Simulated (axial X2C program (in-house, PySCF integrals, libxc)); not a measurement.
# All-electron X2C curves of CdLi

What are the state, bond length, wavenumber and bond energy of CdLi, and what does spin–orbit coupling change?

Program: an in-house X2C program for linear molecules on PySCF integrals. Level of theory: all-electron X2C, Cd dyall-cv3z, Li dyall-cv3z. These are calculated values, not measurements.

## (1) The job

task.json

```json
{"zs": [48, 3], "q": 0, "bas": ["dyall-cv3z", "dyall-cv3z"], "levels": ["PBE0", "HF", "LDA"], "cc": true, "r0": 2.69, "thr": -2.0, "nmax": 90, "npts": 10, "nst": 2, "ntry": 6}
```

Keys: zs atomic numbers; q charge; bas basis sets; levels methods (HF also brings MP2); cc coupled cluster on or off; r0 starting distance in Å; thr threshold in hartree for freezing inner shells (an s shell follows its p shell); nmax most natural virtual spinors; npts points asked for on the curve; nst determinants followed; ntry starts of the search.

The run is started by

```bash
> python so2c.py task.json out
```

Spin-free means the one-electron spin-free X2C Hamiltonian; two-component (2c) means X2C with spin–orbit coupling and atomic mean-field two-electron Coulomb and Gaunt terms. Basis: Cd dyall-cv3z contracted to [12s12p8d5f3g], Li dyall-cv3z contracted to [7s8p2d]; Gaussian nuclei, density fitting. Masses: Cd 113.903 u, Li 7.016 u.

Notation: σ, π±, δ± give the projection m of an orbital's angular momentum (0, ±1, ±2), α and β its spin, Λ and M_S the sums; ω is the projection of a spinor's total angular momentum and Ω the sum. Logs are in hartree.

The results follow Hamiltonian by Hamiltonian and level by level.

## (2) Which state to follow

PBE0 moves the distance from 2.690 Å to 3.042 Å and compares determinants there.

Spin-free determinants:

```csv
ΔE (eV),state,open shells
0.00,"M_S = 1/2, Λ = 0",beyond closed shells: σα
1.20,"M_S = 1/2, Λ = 1",beyond closed shells: π+α
3.46,"M_S = 3/2, Λ = 1","beyond closed shells: 2 × σα, π+α"
4.02,"M_S = 3/2, Λ = 0",beyond closed shells: 3 × σα
4.27,"M_S = 1/2, Λ = 1","beyond closed shells: 2 × σα, π+β"
```

Two-component determinants:

```json
{"ΔE (eV)": "0.00", "state": "Ω = 1/2", "open shells": "excess of +ω over −ω: ω = 1/2"}
{"ΔE (eV)": "1.22", "state": "Ω = 3/2", "open shells": "excess of +ω over −ω: ω = 3/2"}
{"ΔE (eV)": "3.51", "state": "Ω = 5/2", "open shells": "excess of +ω over −ω: 2 × ω = 1/2, ω = 3/2"}
{"ΔE (eV)": "4.01", "state": "Ω = 3/2", "open shells": "excess of +ω over −ω: 3 × ω = 1/2"}
{"ΔE (eV)": "4.31", "state": "Ω = 1/2", "open shells": "excess of +ω over −ω: 2 × ω = -1/2, ω = 3/2"}
```

## (3) PBE0, spin-free

State followed: M_S = 1/2, Λ = 0 (beyond closed shells: σα). The scan is laid around 3.042 Å, a first estimate of the minimum, and this SCF restarts from the orbitals of the search.

Output at 3.042 Å:

```text
spin-free X2C-1e  PBE0
basis functions 191  fitting functions 836  grid points 5086
iter        total energy     max residual
   1      -5601.175620182     5.51e-05
   2      -5601.175620201     4.67e-05
   3      -5601.175620224     1.36e-05
   4      -5601.175620226     5.88e-06
converged
one-electron -7767.74125310  Coulomb 2298.99493719  exact exchange -38.77569505  xc functional -118.70341807  nuclear repulsion 25.04980880
```

Along the bond, energies from the lowest point:

```csv
R (Å),E (eV),μ (D),HOMO (eV),LUMO (eV),iterations
2.647,0.0791,0.48,-3.49,-1.47,12
2.768,0.0322,0.51,-3.53,-1.50,10
2.860,0.0124,0.52,-3.55,-1.52,9
2.951,0.0026,0.52,-3.58,-1.54,9
3.042,0.0000,0.51,-3.60,-1.55,4
3.148,0.0032,0.51,-3.63,-1.57,9
3.255,0.0114,0.50,-3.66,-1.57,9
3.392,0.0257,0.48,-3.69,-1.58,9
3.559,0.0464,0.46,-3.72,-1.57,9
3.803,0.0766,0.43,-3.76,-1.55,9
```

Dipoles are positive if Li is the positive end.

Outer orbitals at the reference distance:

| symmetry | occupied | ε (eV) | atomic character |
| --- | --- | --- | --- |
| σα | yes | -14.02 | 100% Cd d |
| δ-α | yes | -14.01 | 100% Cd d |
| δ+α | yes | -14.01 | 100% Cd d |
| δ-β | yes | -14.00 | 100% Cd d |
| δ+β | yes | -14.00 | 100% Cd d |
| π+α | yes | -14.00 | 100% Cd d |
| π-α | yes | -14.00 | 100% Cd d |
| σβ | yes | -13.97 | 100% Cd d |
| π+β | yes | -13.97 | 100% Cd d |
| π-β | yes | -13.97 | 100% Cd d |
| σα | yes | -6.86 | 72% Cd s, 13% Li s, 12% Li p |
| σβ | yes | -6.57 | 74% Cd s, 13% Li p, 10% Li s |
| σα | yes | -3.60 | 55% Li s, 33% Cd p, 6% Li p |
| σβ | no | -1.55 | 53% Cd p, 38% Li s, 5% Cd s |
| π+α | no | -1.28 | 54% Li p, 45% Cd p |
| π-α | no | -1.28 | 54% Li p, 45% Cd p |
| σα | no | -1.24 | 46% Li p, 37% Cd p, 14% Li s |

PBE0 fields in the half plane through the axis: z from -2.4 to 5.4 Å across, distance from the axis 0.15 to 2.25 Å upwards; Cd lies at z = 0 and Li at z = 3.042 Å; the ELF is damped to zero where the density is low.

log10 density (e/bohr³). Ten even steps from '0' (-3.99 ) to '9' (1.80 ):
```
000111111111111111111111000
001112222222211111111111100
011222233322222222222211110
112223333333322222222221111
112233444443333222222222111
122334556554333333332222211
122345677765433334543222211
122345679765433345764322211
```

ELF. Ten even steps from '0' (0.01 ) to '9' (1.00 ):
```
000122322211011367888764200
002344433322223689999998520
024554333333335789999999852
256543222223346888889999984
466532222222357851115999996
576432245422357500000499998
675422577752247104980089998
675323627263246009995069998
```

Re = 3.037 Å, ωe = 161.0 cm⁻¹, ωexe = 4.13 cm⁻¹, Be = 0.2765 cm⁻¹, De = 0.192 eV, μ = 0.51 D.

## (4) HF, spin-free

The SCF at the reference distance of 3.042 Å:

```text
spin-free X2C-1e  HF
basis functions 191  fitting functions 836  grid points 5086
iter        total energy     max residual
   1      -5598.799287313     5.03e-01
   2      -5598.821762954     8.15e-03
   3      -5598.822788699     1.33e-02
   4      -5598.822992670     4.97e-03
   5      -5598.823131552     3.69e-03
   6      -5598.823230061     5.64e-03
   7      -5598.823261947     2.05e-03
   8      -5598.823267781     2.76e-04
   9      -5598.823270428     7.94e-04
  10      -5598.823271760     5.63e-04
  11      -5598.823272116     1.13e-04
  12      -5598.823272188     6.83e-05
  13      -5598.823272203     5.40e-05
  14      -5598.823272205     1.01e-05
  15      -5598.823272205     1.71e-06
converged
one-electron -7767.18718547  Coulomb 2298.52205964  exact exchange -155.20795518  xc functional 0.00000000  nuclear repulsion 25.04980880
```

No constants are quoted: the lowest point is the long end of the scan.

## (5) LDA, spin-free

Output at 3.042 Å:

```text
spin-free X2C-1e  LDA
basis functions 191  fitting functions 836  grid points 5086
iter        total energy     max residual
   1      -5595.742333443     1.19e+00
   2      -5595.755781629     1.44e-02
   3      -5595.756582624     5.25e-02
   4      -5595.756730001     2.52e-03
   5      -5595.756736527     3.04e-03
   6      -5595.756738262     4.69e-04
   7      -5595.756739583     6.19e-04
   8      -5595.756739674     1.75e-04
   9      -5595.756739682     9.95e-06
converged
one-electron -7766.90216387  Coulomb 2298.02944771  exact exchange 0.00000000  xc functional -151.93383233  nuclear repulsion 25.04980880
```

Re = 2.879 Å, ωe = 198.8 cm⁻¹, Be = 0.3076 cm⁻¹, De = 0.347 eV, μ = 0.96 D.

## (6) Correlated methods, spin-free

Correlated methods: 13 electrons correlated (frozen shells, counted by type: Cd 4 s, 3 p, 1 d; Li 1 s), 249 virtual spinors in MP2, 89 natural virtuals in coupled cluster.

Output of the correlated part at 3.042 Å:

```text
correlated 13  virtual 249  natural virtual 89  E(MP2) -0.470259385  MP2 remainder -0.021417215
iter   CCSD correlation   residual
   1     -0.407483861   1.33e-01
   2     -0.419097933   4.97e-02
   3     -0.420425994   2.37e-02
   4     -0.420506867   8.19e-03
   5     -0.420659154   2.96e-03
   6     -0.420666574   1.01e-03
   7     -0.420661769   3.95e-04
   8     -0.420669856   1.99e-04
   9     -0.420666902   7.90e-05
  10     -0.420668013   2.42e-05
  11     -0.420667756   7.84e-06
  12     -0.420667906   2.69e-06
  13     -0.420667906   9.29e-07
(T) -0.016218735  T1 0.0390  D1 0.0956  max T2 0.076
```

T1 in the output is the amplitude norm over the root of the electron number; divide by √2 for the Lee–Taylor value.

MP2: No constants are quoted: the lowest point is the long end of the scan.

CCSD: No constants are quoted: too few points lie around the minimum for a second fit to confirm the first.

CCSD(T): No constants are quoted: too few points lie around the minimum for a second fit to confirm the first.

## (7) A higher determinant, spin-free

State: M_S = 1/2, Λ = 1 (beyond closed shells: π+α).

Output at the reference distance:

```text
spin-free X2C-1e  PBE0
basis functions 191  fitting functions 836  grid points 5086
iter        total energy     max residual
   1      -5601.131569388     3.46e-05
   2      -5601.131569405     4.70e-05
   3      -5601.131569433     1.03e-05
   4      -5601.131569437     3.34e-06
converged
one-electron -7767.71459852  Coulomb 2298.98164841  exact exchange -38.76842721  xc functional -118.68000092  nuclear repulsion 25.04980880
```

```csv
R (Å),E above the lowest PBE0 point (eV)
2.647,0.977
2.768,1.030
2.860,1.081
2.951,1.138
3.042,1.199
3.148,1.271
3.255,1.344
3.392,1.434
3.559,1.535
```

No constants are quoted: the lowest point is the short end of the scan.

## (8) The spin-free curves together

Energy (eV) of the followed determinant, spin-free, from each level's lowest point:

```csv
R (Å),PBE0,HF,MP2,CCSD,CCSD(T),LDA
2.647,0.079,0.203,0.146,n/a,n/a,0.034
2.768,0.032,0.127,0.094,0.049,0.048,0.007
2.860,0.012,0.088,0.068,0.026,0.025,0.000
2.951,0.003,0.061,0.050,0.011,0.011,0.002
3.042,0.000,0.041,0.037,0.003,0.003,0.010
3.148,0.003,0.026,0.026,0.000,0.000,0.024
3.255,0.011,0.016,0.018,0.001,0.001,0.043
3.392,0.026,0.009,0.011,0.005,0.005,0.068
3.559,0.046,0.004,0.005,n/a,n/a,0.102
3.803,0.077,0.000,0.000,n/a,n/a,0.148
```

## (9) PBE0, 2c

State followed: Ω = 1/2 (excess of +ω over −ω: ω = 1/2). The scan is laid around 3.042 Å, a first estimate of the minimum, and this SCF restarts from the orbitals of the search.

The SCF at the reference distance of 3.042 Å:

```text
two-component X2C + atomic mean field  PBE0
basis functions 191  fitting functions 836  grid points 5086
iter        total energy     max residual
   1      -5598.834629469     6.57e-05
   2      -5598.834629474     1.07e-05
converged
one-electron -7761.15444634  Coulomb 2297.70264344  exact exchange -38.75231587  xc functional -118.63487929  nuclear repulsion 25.04980880  atomic mean-field constant -3.04544022
```

Along the bond, energies from the lowest point:

```csv
R (Å),E (eV),μ (D),HOMO (eV),LUMO (eV),iterations
2.647,0.0784,0.50,-3.49,-1.50,12
2.768,0.0317,0.52,-3.53,-1.51,10
2.860,0.0121,0.53,-3.55,-1.53,9
2.951,0.0025,0.53,-3.58,-1.55,9
3.042,0.0000,0.52,-3.60,-1.56,2
3.148,0.0034,0.52,-3.63,-1.57,9
3.255,0.0117,0.50,-3.66,-1.58,9
3.392,0.0261,0.49,-3.69,-1.58,9
3.559,0.0469,0.46,-3.72,-1.57,9
3.803,0.0772,0.43,-3.76,-1.55,9
```

Dipoles are positive if Li is the positive end.

Outer spinors at the reference distance:

```json
{"ω": "-3/2", "occupied": "yes", "ε (eV)": "-14.42", "atomic character": "100% Cd d", "λ mixture": "82% δ, 18% π"}
{"ω": "3/2", "occupied": "yes", "ε (eV)": "-14.42", "atomic character": "100% Cd d", "λ mixture": "80% δ, 20% π"}
{"ω": "1/2", "occupied": "yes", "ε (eV)": "-14.41", "atomic character": "100% Cd d", "λ mixture": "57% π, 43% σ"}
{"ω": "-1/2", "occupied": "yes", "ε (eV)": "-14.41", "atomic character": "100% Cd d", "λ mixture": "62% π, 38% σ"}
{"ω": "5/2", "occupied": "yes", "ε (eV)": "-13.75", "atomic character": "100% Cd d", "λ mixture": "100% δ"}
{"ω": "-5/2", "occupied": "yes", "ε (eV)": "-13.74", "atomic character": "100% Cd d", "λ mixture": "100% δ"}
{"ω": "3/2", "occupied": "yes", "ε (eV)": "-13.74", "atomic character": "100% Cd d", "λ mixture": "80% π, 20% δ"}
{"ω": "1/2", "occupied": "yes", "ε (eV)": "-13.74", "atomic character": "100% Cd d", "λ mixture": "57% σ, 43% π"}
{"ω": "-1/2", "occupied": "yes", "ε (eV)": "-13.72", "atomic character": "100% Cd d", "λ mixture": "62% σ, 38% π"}
{"ω": "-3/2", "occupied": "yes", "ε (eV)": "-13.72", "atomic character": "100% Cd d", "λ mixture": "82% π, 18% δ"}
{"ω": "1/2", "occupied": "yes", "ε (eV)": "-6.86", "atomic character": "72% Cd s, 13% Li s, 12% Li p", "λ mixture": "100% σ"}
{"ω": "-1/2", "occupied": "yes", "ε (eV)": "-6.57", "atomic character": "74% Cd s, 14% Li p, 10% Li s", "λ mixture": "100% σ"}
{"ω": "1/2", "occupied": "yes", "ε (eV)": "-3.60", "atomic character": "55% Li s, 33% Cd p, 6% Li p", "λ mixture": "100% σ"}
{"ω": "-1/2", "occupied": "no", "ε (eV)": "-1.56", "atomic character": "54% Cd p, 38% Li s, 5% Cd s", "λ mixture": "98% σ, 2% π"}
{"ω": "-1/2", "occupied": "no", "ε (eV)": "-1.30", "atomic character": "51% Li p, 46% Cd p", "λ mixture": "98% π, 2% σ"}
{"ω": "1/2", "occupied": "no", "ε (eV)": "-1.25", "atomic character": "45% Li p, 38% Cd p, 14% Li s", "λ mixture": "97% σ, 3% π"}
{"ω": "3/2", "occupied": "no", "ε (eV)": "-1.25", "atomic character": "56% Li p, 43% Cd p", "λ mixture": "100% π"}
```

PBE0 fields in the half plane through the axis: z from -2.4 to 5.4 Å across, distance from the axis 0.15 to 2.25 Å upwards; Cd lies at z = 0 and Li at z = 3.042 Å; the ELF is damped to zero where the density is low.

log10 density (e/bohr³). Ten even steps from '0' (-3.99 ) to '9' (1.80 ):
```
000111111111111111111111000
001112222222211111111111100
011222233322222222222211110
112223333333322222222221111
112233444443333222222222111
122334556554333333332222211
122345677765433334543222211
122345679765433345764322211
```

ELF. Ten even steps from ' ' (0.01 ) to '@' (1.00 ):
```
      ..::::--::::::....  ....--**##%%%%%%##**==::    
    ::--======------::::::::--**%%@@@@@@@@@@@@%%++::  
  ::==++++==----------------++##%%@@@@@@@@@@@@@@%%++::
::++**++==--::::::::::----==**%%%%%%%%%%@@@@@@@@@@%%==
==****++--::::::::::::::--++##%%++......++@@@@@@@@@@**
++##**==--::::==++==::::--++##++          ==@@@@@@@@%%
**##++==::::++######++::::==##::  ==@@%%    %%@@@@@@%%
**##++--::--**::##::**--::==**    @@@@@@++  **@@@@@@%%
```

Re = 3.035 Å, ωe = 161.4 cm⁻¹, ωexe = 4.14 cm⁻¹, Be = 0.2768 cm⁻¹, De = 0.192 eV, μ = 0.52 D.

## (10) HF, 2c

Output at 3.042 Å:

```text
two-component X2C + atomic mean field  HF
basis functions 191  fitting functions 836  grid points 5086
iter        total energy     max residual
   1      -5596.456697779     5.04e-01
   2      -5596.479179247     8.12e-03
   3      -5596.480209194     1.34e-02
   4      -5596.480416488     5.02e-03
   5      -5596.480559670     3.72e-03
   6      -5596.480661269     5.73e-03
   7      -5596.480694935     2.13e-03
   8      -5596.480701528     2.82e-04
   9      -5596.480704672     8.74e-04
  10      -5596.480706389     6.49e-04
  11      -5596.480706907     1.41e-04
  12      -5596.480707047     9.77e-05
  13      -5596.480707098     1.07e-04
  14      -5596.480707127     3.12e-05
  15      -5596.480707145     3.20e-05
  16      -5596.480707155     4.34e-05
  17      -5596.480707158     1.87e-05
  18      -5596.480707158     1.86e-06
converged
one-electron -7760.59752773  Coulomb 2297.22680080  exact exchange -155.11434881  xc functional 0.00000000  nuclear repulsion 25.04980880  atomic mean-field constant -3.04544022
```

No constants are quoted: the lowest point is the long end of the scan.

## (11) LDA, 2c

The SCF at the reference distance of 3.042 Å:

```text
two-component X2C + atomic mean field  LDA
basis functions 191  fitting functions 836  grid points 5086
iter        total energy     max residual
   1      -5593.405946341     1.19e+00
   2      -5593.419392095     1.44e-02
   3      -5593.420192324     5.25e-02
   4      -5593.420339956     2.49e-03
   5      -5593.420346597     3.07e-03
   6      -5593.420348373     4.62e-04
   7      -5593.420349715     6.36e-04
   8      -5593.420349812     1.72e-04
   9      -5593.420349822     1.64e-05
converged
one-electron -7760.31786754  Coulomb 2296.73976365  exact exchange 0.00000000  xc functional -151.84661451  nuclear repulsion 25.04980880  atomic mean-field constant -3.04544022
```

Re = 2.877 Å, ωe = 199.5 cm⁻¹, Be = 0.3082 cm⁻¹, De = 0.349 eV, μ = 0.98 D.

## (12) MP2 and beyond, 2c

Correlated methods: 13 electrons correlated (frozen shells, counted by type: Cd 4 s, 3 p, 1 d; Li 1 s), 249 virtual spinors in MP2, 90 natural virtuals in coupled cluster.

Output of the correlated part at 3.042 Å:

```text
correlated 13  virtual 249  natural virtual 90  E(MP2) -0.470082864  MP2 remainder -0.020955672
iter   CCSD correlation   residual
   1     -0.407777026   1.33e-01
   2     -0.419413903   5.00e-02
   3     -0.420753032   2.40e-02
   4     -0.420843000   8.37e-03
   5     -0.421000474   3.03e-03
   6     -0.421007826   1.06e-03
   7     -0.421002785   4.29e-04
   8     -0.421011556   2.15e-04
   9     -0.421008272   8.35e-05
  10     -0.421009463   2.70e-05
  11     -0.421009179   9.93e-06
  12     -0.421009360   4.31e-06
  13     -0.421009356   1.94e-06
(T) -0.016255346  T1 0.0394  D1 0.0966  max T2 0.071
```

MP2: No constants are quoted: the lowest point is the long end of the scan.

CCSD: No constants are quoted: too few points lie around the minimum for a second fit to confirm the first.

CCSD(T): No constants are quoted: too few points lie around the minimum for a second fit to confirm the first.

## (13) A higher determinant, 2c

State: Ω = 3/2 (excess of +ω over −ω: ω = 3/2).

Output at the reference distance:

```text
two-component X2C + atomic mean field  PBE0
basis functions 191  fitting functions 836  grid points 5086
iter        total energy     max residual
   1      -5598.789751908     7.57e-05
   2      -5598.789751916     1.56e-05
converged
one-electron -7761.04411639  Coulomb 2297.60573699  exact exchange -38.74492401  xc functional -118.61081709  nuclear repulsion 25.04980880  atomic mean-field constant -3.04544022
```

```csv
R (Å),E above the lowest PBE0 point (eV)
2.647,1.008
2.768,1.058
2.860,1.107
2.951,1.162
3.042,1.221
3.148,1.292
3.255,1.362
3.392,1.450
3.559,1.548
```

No constants are quoted: the lowest point is the short end of the scan.

## (14) The 2c curves together

Energy (eV) of the followed determinant, 2c, from each level's lowest point:

```csv
R (Å),PBE0,HF,MP2,CCSD,CCSD(T),LDA
2.647,0.078,0.201,0.145,n/a,n/a,0.033
2.768,0.032,0.126,0.094,0.049,0.048,0.007
2.860,0.012,0.087,0.068,0.025,0.025,0.000
2.951,0.003,0.060,0.050,0.011,0.011,0.002
3.042,0.000,0.041,0.037,0.003,0.003,0.010
3.148,0.003,0.026,0.026,0.000,0.000,0.025
3.255,0.012,0.016,0.018,0.001,0.001,0.043
3.392,0.026,0.009,0.011,0.006,0.005,0.069
3.559,0.047,0.004,0.005,n/a,n/a,0.103
3.803,0.077,0.000,0.000,n/a,n/a,0.149
```

Time for the job: 1.8 min (1 thread of Arm Neoverse V2, shared host); peak memory 0.82 GiB.

## (15) What came out

Lowest determinant that the search found at its distance, spin-free: M_S = 1/2, Λ = 0 (beyond closed shells: σα).

Lowest determinant that the search found at its distance, 2c: Ω = 1/2 (excess of +ω over −ω: ω = 1/2).

```json
{"Hamiltonian": "spin-free", "level": "PBE0", "Re (Å)": "3.037", "ωe (cm⁻¹)": "161.0", "De (eV)": "0.192", "μ (D)": "0.51"}
{"Hamiltonian": "spin-free", "level": "LDA", "Re (Å)": "2.879", "ωe (cm⁻¹)": "198.8", "De (eV)": "0.347", "μ (D)": "0.96"}
{"Hamiltonian": "2c", "level": "PBE0", "Re (Å)": "3.035", "ωe (cm⁻¹)": "161.4", "De (eV)": "0.192", "μ (D)": "0.52"}
{"Hamiltonian": "2c", "level": "LDA", "Re (Å)": "2.877", "ωe (cm⁻¹)": "199.5", "De (eV)": "0.349", "μ (D)": "0.98"}
```

Dipoles are positive if Li is the positive end. No constants: spin-free HF (the lowest point is the long end of the scan); spin-free MP2 (the lowest point is the long end of the scan); spin-free CCSD (too few points lie around the minimum for a second fit to confirm the first); spin-free CCSD(T) (too few points lie around the minimum for a second fit to confirm the first); 2c HF (the lowest point is the long end of the scan); 2c MP2 (the lowest point is the long end of the scan); 2c CCSD (too few points lie around the minimum for a second fit to confirm the first); 2c CCSD(T) (too few points lie around the minimum for a second fit to confirm the first).

Time per point (s) on 1 thread of Arm Neoverse V2, shared host (2c runs); the times are rough: PBE0 0.45, LDA 0.21.

In words: At PBE0, going from spin-free to two-component changes Re by -2 mÅ, ωe by +0.2 %, which is small (part of it comes from the scalar share of the two-electron terms). De moves by 0.00 eV; both De rest on single-determinant atoms, which can miss part of an open shell's spin–orbit lowering.

De refers to Cd + Li, each in the lowest determinant found, which need not be this curve's own limit. The state is a single determinant with fixed occupations, the lowest that a limited PBE0 search found. Dissociation energies refer to the lowest single-determinant-based atoms at the same level and basis. Density functionals use the spin component along the axis (collinear).
